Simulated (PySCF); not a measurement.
# PtS(OH)₂: relaxation and vibrations of the triplet

Aim: relax PtS(OH)₂ as a triplet from a PBE0 minimum start, check by its vibrations whether the end is a minimum, and collect its spectrum and constants.

Program: PySCF 2.14.0. Level of theory: PBE0, basis Pt def2-SVP with ECP60, S def2-SVP, O def2-SVP, H def2-SVP, scalar-relativistic core potentials, no spin–orbit coupling, density fitting. These are calculated values, not measurements.

## Step 1: The starting structure

6 atoms, charge 0, spin multiplicity 3.

Bond lengths: Pt1–S2 2.123 Å, Pt1–O3 1.915 Å, Pt1–O4 1.915 Å, O3–H5 0.968 Å, O4–H6 0.968 Å. Angles: S2–Pt1–O3 104.3°, S2–Pt1–O4 104.3°, O3–Pt1–O4 151.5°, Pt1–O3–H5 112.8°, Pt1–O4–H6 112.8°.

Z-matrix (Å, degrees; charge 0 multiplicity 3):
```
Pt
S  1 2.1228
O  1 1.9146 2 104.26
O  1 1.9146 2 104.26 3 -179.86
H  3 0.9679 1 112.78 2 72.03
H  4 0.9679 1 112.78 2 -72.03
```

## Step 2: First SCF at the start

One driver script runs all steps and calls PySCF; scf.py shows how it sets up the SCF of each step. The optimiser is the driver's own. After this first run the driver tries any further starts and a stability analysis.

scf.py

```python
from pyscf import gto, scf, dft
mol = gto.M(atom='''
Pt     0.006900     0.199960     0.000000
S     -0.000000    -1.922780    -0.000000
O      0.010780     0.671560    -1.855560
O      0.010780     0.671560     1.855560
H     -0.838110     0.499860    -2.287730
H     -0.838110     0.499860     2.287730''',
    basis={'Pt': 'def2-SVP', 'S': 'def2-SVP', 'O': 'def2-SVP', 'H': 'def2-SVP'},
    ecp={'Pt': 'def2-SVP'},
    charge=0, spin=2)
mf = dft.UKS(mol, xc='PBE0')
mf.grids.atom_grid = (50, 194)
aux = {'Pt': 'def2-universal-JKFIT', 'S': 'def2-universal-JKFIT', 'O': 'def2-universal-JKFIT', 'H': 'def2-universal-JKFIT'}
mf = mf.density_fit(auxbasis=aux)
mf.conv_tol = 1e-08
mf.diis_space = 10
mf.max_cycle = 60
mf.init_guess = 'minao'
mf.verbose = 4
mf.kernel()
```

Run with:

```console
> OMP_NUM_THREADS=2 python axn.py task.json out
```

The program printed:

```text
init E= -657.096651369016
[... the frontier-level lines of each cycle are left out ...]
cycle= 1 E= -667.422589797059  delta_E= -10.3  |g|= 1.39  |ddm|= 5.72
cycle= 2 E= -656.431110265234  delta_E=   11  |g|= 4.63  |ddm|=  7.6
cycle= 3 E= -667.81754517347  delta_E= -11.4  |g|= 1.14  |ddm|= 6.97
cycle= 4 E= -668.350242203521  delta_E= -0.533  |g|= 0.732  |ddm|= 1.71
cycle= 5 E= -668.584128706755  delta_E= -0.234  |g|= 0.0941  |ddm|= 0.629
cycle= 6 E= -668.585543074706  delta_E= -0.00141  |g|= 0.111  |ddm|= 0.285
cycle= 7 E= -668.592168348107  delta_E= -0.00663  |g|= 0.0323  |ddm|=  0.1
cycle= 8 E= -668.592737403905  delta_E= -0.000569  |g|= 0.0157  |ddm|= 0.0315
cycle= 9 E= -668.592903219774  delta_E= -0.000166  |g|= 0.00525  |ddm|= 0.0228
cycle= 10 E= -668.592938951193  delta_E= -3.57e-05  |g|= 0.00138  |ddm|= 0.0151
cycle= 11 E= -668.592945213094  delta_E= -6.26e-06  |g|= 0.000766  |ddm|= 0.008
cycle= 12 E= -668.592946969012  delta_E= -1.76e-06  |g|= 0.000239  |ddm|= 0.00526
cycle= 13 E= -668.592947135923  delta_E= -1.67e-07  |g|= 7.02e-05  |ddm|= 0.0018
cycle= 14 E= -668.592947149879  delta_E= -1.4e-08  |g|= 2.06e-05  |ddm|= 0.00039
cycle= 15 E= -668.592947151276  delta_E= -1.4e-09  |g|= 4.86e-06  |ddm|= 0.000125
Extra cycle  E= -668.592947151326  delta_E= -5.02e-11  |g|= 2.94e-06  |ddm|= 1.83e-05
converged SCF energy = -668.592947151326  <S^2> = 2.0079365  2S+1 = 3.0052864
```

This step, with its further starts and checks, ran for 34 s (2 threads of Arm Neoverse N1, shared host).

Energies from each starting density:

```
                      start  energy (Eh)
    the minimal-basis guess  -668.592947
a thermally smeared density  -668.592947
      a smeared PBE density  -668.592947
```

No lower solution of this spin turned up from the other starts or in the test of internal stability.

## Step 3: Relaxation: PBE0 minimum start, triplet

The program finds Cs symmetry in the start, which this walk keeps. Threshold on the gradient: 0.0003 Eh/bohr, with a further test on the energy change.

scf.py: that of step 2 with these lines changed.

```diff
@@ -3,6 +3,6 @@
-Pt     0.006900     0.199960     0.000000
-S     -0.000000    -1.922780    -0.000000
-O      0.010780     0.671560    -1.855560
-O      0.010780     0.671560     1.855560
-H     -0.838110     0.499860    -2.287730
-H     -0.838110     0.499860     2.287730''',
+Pt     0.006897     0.199958     0.000000
+S     -0.000003    -1.922782     0.000000
+O      0.010777     0.671558    -1.855560
+O      0.010777     0.671558     1.855560
+H     -0.838113     0.499858    -2.287730
+H     -0.838113     0.499858     2.287730''',
@@ -19 +18,0 @@
-mf.init_guess = 'minao'
```

Steps of the walk:

| step | energy (Eh) | change (kJ/mol) | largest symmetric gradient (Eh/bohr) |
| --- | --- | --- | --- |
| 0 | -668.592947 | 0.00 | 0.00061 |
| 1 | -668.592949 | 0.00 | 0.00029 |

The walk took 9.5 s.

End point (Cs, 1 steps, 0.0 kJ/mol gained): O–H 0.968 Å (×2), Pt–O 1.915 Å (×2), Pt–S 2.123 Å; H–O–Pt 112.8° (×2), O–Pt–O 151.7°, O–Pt–S 104.2° (×2).

## Step 4: Is it a minimum? Harmonic modes

The point is checked on the finer grid, and tightened if its gradient asks for it. The Hessian and the dipole derivatives come from central differences of analytic gradients, with steps of 0.02 bohr.

scf.py: that of step 3 with these lines changed.

```diff
@@ -3,6 +3,6 @@
-Pt     0.006897     0.199958     0.000000
-S     -0.000003    -1.922782     0.000000
-O      0.010777     0.671558    -1.855560
-O      0.010777     0.671558     1.855560
-H     -0.838113     0.499858    -2.287730
-H     -0.838113     0.499858     2.287730''',
+Pt     0.005418     0.199003     0.000000
+S     -0.000343    -1.923766     0.000000
+O      0.010539     0.669847    -1.855523
+O      0.010539     0.669847     1.855523
+H     -0.837851     0.498093    -2.288780
+H     -0.837851     0.498093     2.288780''',
@@ -13 +13 @@
-mf.grids.atom_grid = (50, 194)
+mf.grids.atom_grid = (75, 302)
@@ -16 +16 @@
-mf.conv_tol = 1e-08
+mf.conv_tol = 1e-10
```

This SCF starts from the last density.

SCF at the final geometry:

```text
init E= -668.592995377672
[... the frontier-level lines of each cycle are left out ...]
cycle= 1 E= -668.592995377091  delta_E= 5.8e-10  |g|= 3.97e-05  |ddm|= 4.35e-05
cycle= 2 E= -668.592995372664  delta_E= 4.43e-09  |g|= 0.000109  |ddm|= 0.000118
cycle= 3 E= -668.592995377765  delta_E= -5.1e-09  |g|= 2.77e-06  |ddm|= 8.7e-05
cycle= 4 E= -668.592995377768  delta_E= -2.73e-12  |g|= 3.92e-07  |ddm|= 2.89e-06
Extra cycle  E= -668.592995377768  delta_E= -4.55e-13  |g|= 7.08e-07  |ddm|= 2.55e-06
converged SCF energy = -668.592995377768  <S^2> = 2.0079359  2S+1 = 3.0052859
```

The whole step took 4.1 min.

Geometry: Cs; O–H 0.968 Å (×2), Pt–O 1.914 Å (×2), Pt–S 2.123 Å; H–O–Pt 112.8° (×2), O–Pt–O 151.5°, O–Pt–S 104.2° (×2).

Modes, for the most abundant isotopes:

```tsv
symmetry	ω (cm⁻¹)	IR (km/mol)
a''	122	0.2
a'	176	6.7
a'	201	0.6
a'	416	64.0
a''	450	14.5
a'	456	53.3
a''	650	110
a'	654	32.9
a''	880	194
a'	949	60.9
a''	3828	128
a'	3829	65.2
```

Every mode is real; the point is a minimum.

Constants and moments:

- Dipole moment: 2.57 D
- Highest occupied level: -6.94 eV
- Lowest empty level: -4.42 eV
- Rotational constants: 0.138, 0.1184, 0.06444 cm⁻¹
- Zero-point energy: 75.4 kJ/mol
- Principal polarisabilities: 37.0, 65.0, 74.6 bohr³
- Atomisation energy without zero-point energy: 1719 kJ/mol
- Principal traceless quadrupole moments about the centre of mass: -1.78, -1.74, 3.52 D Å
- Entropy at 298.15 K and 1 bar (electronic part: spin only): 345.8 J/(mol K)
- Heat capacity Cp at 298.15 K: 86.0 J/(mol K)
- Enthalpy at 298.15 K above 0 K: 17.89 kJ/mol
- Rotational symmetry number: 1
- Spin squared ⟨S²⟩: 2.008

Populations by atom (charges in e):

| atom | Mulliken | Löwdin | polar tensor | spin (Mulliken) | Mayer order to Pt1 |
| --- | --- | --- | --- | --- | --- |
| Pt1 | 0.44 | -0.19 | 0.91 | 0.59 | – |
| S2 | -0.03 | 0.33 | -0.14 | 1.09 | 1.58 |
| O3,4 | -0.42 | -0.16 | -0.65 | 0.16 | 0.95 |
| H5,6 | 0.21 | 0.09 | 0.26 | 0.00 | 0.02 |

Outer orbital energies (eV). α occupied: -11.04, -10.20, -9.76, -8.71, -8.69, -8.20, -8.12, -6.94; empty: -3.21, 0.13, 0.89, 1.64. β occupied: -11.44, -10.81, -10.00, -9.87, -8.95, -8.41, -8.30, -7.30; empty: -4.42, -3.82, -2.86, 0.31.

Mulliken populations on Pt1 (outside its core potential): s 2.76, p 6.35, d 8.40, f 0.04.

## Step 5: Summary of results

```
                                          quantity                                                                                                                          value
                                           minimum                                                                                                                    triplet, Cs
                                          geometry                       O–H 0.968 Å (×2), Pt–O 1.914 Å (×2), Pt–S 2.123 Å; H–O–Pt 112.8° (×2), O–Pt–O 151.5°, O–Pt–S 104.2° (×2)
                                wavenumbers (cm⁻¹)  122 (a''), 176 (a'), 201 (a'), 416 (a'), 450 (a''), 456 (a'), 650 (a''), 654 (a'), 880 (a''), 949 (a'), 3828 (a''), 3829 (a')
                                     dipole moment                                                                                                                         2.57 D
highest occupied, lowest empty level (either spin)                                                                                                                -6.94, -4.42 eV
                        polar-tensor charge of Pt1                                                                                                                        +0.91 e
                                 zero-point energy                                                                                                                    75.4 kJ/mol
                               entropy at 298.15 K                                                                                                                345.8 J/(mol K)
         atomisation energy (no zero-point energy)                                                                                                                    1719 kJ/mol
                                              ⟨S²⟩                                                                                                                          2.008
```

In words: The molecule stays Cs, as typed, and the end point is a minimum. The strongest infrared band lies at 880 cm⁻¹ (a''). Most of the spin sits on S2 (Mulliken spin 1.09, against 2 for the whole molecule). Other starts or spin states, not run here, may lie lower. Open d and f shells are described by one determinant, and the ground state may have another occupation or spin. Spin–orbit coupling, left out here, can matter for elements this heavy.

The search up to here took 4.9 min.
